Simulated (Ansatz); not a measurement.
# CH4ClGaO2: the cost of one run

Computed with Ansatz 0.2.0, Gaussian basis. Level: functionals in def2-TZVPP, the program's frozen cores in correlated methods.

The runs, in order: PBE-D4, r2SCAN-D4, PBE0-D4, B3LYP-D4, ωB97X-V, ωB97M-V, B2PLYP; CCSD(T)/def2-TZVPP; MP2/def2-QZVPP; extrapolation to the limit.

**1. The relaxed structure**

An earlier PBE0-D4 in a triple-zeta def2 set relaxation fixed the geometry.

SMILES `C[O][Ga]([OH])[Cl]`, 9 atoms, charge 0, spin multiplicity 1.

Atoms are counted from 1 here; the program's logs count them from 0.

Bond lengths: C1–O2 1.410 Å, C1–H6 1.096 Å, C1–H7 1.094 Å, C1–H8 1.094 Å, O2–Ga3 1.765 Å, Ga3–O4 1.766 Å, Ga3–Cl5 2.122 Å, O4–H9 0.961 Å. Angles: O2–C1–H6 113.1°, O2–C1–H7 109.5°, O2–C1–H8 109.4°, H6–C1–H7 108.2°, H6–C1–H8 108.2°, H7–C1–H8 108.3°, C1–O2–Ga3 124.1°, O2–Ga3–O4 119.7°, O2–Ga3–Cl5 120.8°, O4–Ga3–Cl5 119.5°, Ga3–O4–H9 112.4°.

Geometry (Å):

```mol
CH4ClGaO2
  3D, bonds by distance, orders not assigned

  9  8  0  0  0  0  0  0  0  0999 V2000
   -0.0512   -0.9328    1.2915 C   0  0
   -0.4651   -0.5587   -0.0037 O   0  0
    0.1846    0.8235   -0.8893 Ga  0  0
   -0.4165    1.1870   -2.5098 O   0  0
    1.6815    2.0568   -0.0290 Cl  0  0
    0.7141   -0.2680    1.7075 H   0  0
    0.3561   -1.9482    1.2655 H   0  0
   -0.9133   -0.9250    1.9655 H   0  0
   -1.0901    0.5656   -2.7982 H   0  0
  1  2  8  0
  2  3  8  0
  3  4  8  0
  3  5  8  0
  1  6  8  0
  1  7  8  0
  1  8  8  0
  4  9  8  0
M  END
```

**2. PBE-D4 (GGA)**

Input file in.yaml:

```yaml
crystal:
  periodic: [false, false, false]
  atoms:
    - {symbol: C, position_ang: [-0.051183, -0.932764, 1.291523]}
    - {symbol: O, position_ang: [-0.465138, -0.558699, -0.003701]}
    - {symbol: Ga, position_ang: [0.184587, 0.823468, -0.889303]}
    - {symbol: O, position_ang: [-0.416453, 1.186972, -2.509814]}
    - {symbol: Cl, position_ang: [1.681456, 2.056771, -0.029042]}
    - {symbol: H, position_ang: [0.714114, -0.268049, 1.707500]}
    - {symbol: H, position_ang: [0.356075, -1.948249, 1.265494]}
    - {symbol: H, position_ang: [-0.913316, -0.925009, 1.965541]}
    - {symbol: H, position_ang: [-1.090142, 0.565560, -2.798198]}
basis:
  gaussian: {orbitals: def2-TZVPP}
hamiltonian: {xc: pbe, dispersion: d4}
output: {forces: true, orbitals: {seedname: orbitals}}
```

Command:

```
$ ansatz run in.yaml --threads 2 --pin off --events-out ev --progress --plain --max-ram 22528MiB --backend cpu
```

**Question.** How long does this run take on 2 threads of AMD EPYC 7R13, shared host, and how much memory does it need?

About 3.3 s, with a peak of 0.37 GiB.
